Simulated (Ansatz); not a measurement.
# CdS5: the cost of one run

Program: Ansatz 0.2.0. Level of theory: DFT PBE, scalar-relativistic, plane waves, PAW. These are calculated values, not measurements.

## (1) The system as given

Symmetry: P6/mmm, No. 191, hexagonal system. Conventional cell: a = 6.173 Å, b = 6.173 Å, c = 4.432 Å, α = 90.00°, β = 90.00°, γ = 120.00°. Cd (site symmetry 6/mmm) is surrounded by 24 S at 3.80 to 4.20 Å. S (site symmetry mmm) has 2 S at 1.78 Å as nearest neighbours. S (site symmetry -6m2) is surrounded by 3 S at 1.78 Å.

Coordinates:

```
CELL_PARAMETERS angstrom
6.17328 0.00000 0.00000
-3.08664 5.34622 0.00000
0.00000 0.00000 4.43221
ATOMIC_POSITIONS crystal
Cd 0.00000 0.00000 0.00000
S 0.50000 0.00000 0.50000
S 0.00000 0.50000 0.50000
S 0.50000 0.50000 0.50000
S 0.33333 0.66667 0.50000
S 0.66667 0.33333 0.50000
```

The cell is invented: random cell by space group and Wyckoff sites (P6/mmm, No. 191). The dimensions are guesses.

## (2) Probe: one point on a coarse mesh

Input file input.yaml:

```yaml
crystal:
  lattice:
    - [6.17328163, 0.0, 0.0]
    - [-3.08664082, 5.34621872, 0.0]
    - [0.0, 0.0, 4.43221251]
  atoms:
    - { symbol: Cd, position: [0.0, 0.0, 0.0] }
    - { symbol: S, position: [0.5, 0.0, 0.5] }
    - { symbol: S, position: [0.0, 0.5, 0.5] }
    - { symbol: S, position: [0.5, 0.5, 0.5] }
    - { symbol: S, position: [0.33333333, 0.66666667, 0.5] }
    - { symbol: S, position: [0.66666667, 0.33333333, 0.5] }
basis:
  ecutwfc: 420
kpoints:
  mp_grid: { grid: [3, 3, 4] }
hamiltonian:
  xc: pbe
scf:
  occupations: { method: gaussian, width: 0.1 }
  lower_state_search: "off"
output:
  forces: true
  stress: true
  eigenvalues: true
```

Launch:

```bash
$ ansatz run input.yaml --threads 1 --pin off --max-ram 2560MiB --backend cpu --events-out ev --progress --plain --runs-dir out
```

What time and memory should one allow on 1 thread of Arm Neoverse V1, shared host?

About 3.2 s, with a peak of 0.37 GiB.
